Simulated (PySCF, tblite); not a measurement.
**C₄H₁₄BN: infrared bands and NMR shifts**

Aim: predict the infrared bands and NMR shifts of C₄H₁₄BN (`C[BH2-][NH2+]CCC`).

Programs: tblite 0.8.0 and PySCF 2.14.0, with density-fitted response routines of our own. Each step states its level of theory. These are calculated values for one molecule in the gas phase, unless marked as measured. Atoms are numbered from 0 throughout.

## Step 1: The starting structure

20 atoms, charge 0, multiplicity 1; geometry from: GFN2-xTB.

Bonds of the start (Å): C0–B1 1.62, B1–N2 1.65, N2–C3 1.46, C3–C4 1.53, C4–C5 1.52, C0–H6 1.09, C0–H7 1.09, C0–H8 1.09, B1–H9 1.19, B1–H10 1.19, N2–H11 1.02, N2–H12 1.02, C3–H13 1.09, C3–H14 1.09, C4–H15 1.09, C4–H16 1.09, C5–H17 1.09, C5–H18 1.09, C5–H19 1.09.

## Step 2: Vibrational analysis with GFN2-xTB

What the job is given:

```
{"job": {"kind": "ir", "xc": "GFN2-xTB", "basis": "xTB"}, "charge": 0, "multiplicity": 1}
C      3.185980     0.297782    -0.307251
B      1.947216    -0.449870     0.428035
N      0.600413     0.218391    -0.253815
C     -0.675118    -0.290815     0.240991
C     -1.878787     0.367966    -0.430414
C     -3.189170    -0.190344     0.111982
H      3.195732     0.135596    -1.386728
H      3.182991     1.377302    -0.145184
H      4.137688    -0.068637     0.068749
H      1.883216    -1.616582     0.185101
H      1.869106    -0.208080     1.594168
H      0.686142     0.057222    -1.253614
H      0.673613     1.218835    -0.090560
H     -0.704292    -0.123509     1.319508
H     -0.690555    -1.369472     0.072647
H     -1.847073     1.447548    -0.259124
H     -1.832805     0.198930    -1.509829
H     -3.262902    -0.016896     1.182837
H     -4.037069     0.286684    -0.372899
H     -3.249475    -1.261372    -0.065510
```

**Question.** This job is followed by: GIAO PBE0/pcSseg-1 NMR shielding, non-relativistic, gas phase. What will the session give for the following? strongest single infrared mode (GFN2-xTB); zero-point energy (GFN2-xTB); ¹³C shifts against TMS (PBE0/pcSseg-1); ¹H shifts against TMS (PBE0/pcSseg-1, means over atoms taken as alike); ¹¹B shifts against BF3·OEt2 (PBE0/pcSseg-1); ¹⁵N shifts against NH3 (PBE0/pcSseg-1).

**Answer**, as computed:

| quantity | value |
| --- | --- |
| strongest single infrared mode (GFN2-xTB) | 2426 cm⁻¹, 296 km/mol |
| zero-point energy (GFN2-xTB) | 113.8 kcal/mol |
| ¹³C shifts against TMS (PBE0/pcSseg-1) | 52.0, 30.3, 13.4, 4.2 ppm |
| ¹H shifts against TMS (PBE0/pcSseg-1, means over atoms taken as alike) | 2.82, 2.48, 2.19, 1.44, 1.08, -0.20 ppm |
| ¹¹B shifts against BF3·OEt2 (PBE0/pcSseg-1) | -16.8 ppm |
| ¹⁵N shifts against NH3 (PBE0/pcSseg-1) | 79.5 ppm |

In words: No mode is imaginary among the 54: a minimum at this level. The strongest single mode, at 2426 cm⁻¹, moves mainly H10 and H9. Unscaled tight-binding wavenumbers are off by several per cent, some by more. Its intensities can rank the bands wrongly. The most deshielded carbon is C3 (sp3 CH2 bonded to N), at 52.0 ppm: pulled downfield by the heteroatom. The most deshielded hydrogen is H13, H14 (mean) (hydrogen on an sp3 CH2 bonded to N), at 2.82 ppm: its carbon carries N, hence the downfield position. At PBE0/pcSseg-1: The largest span, 64 ppm, is at C3, where the paramagnetic term is -113 ppm.
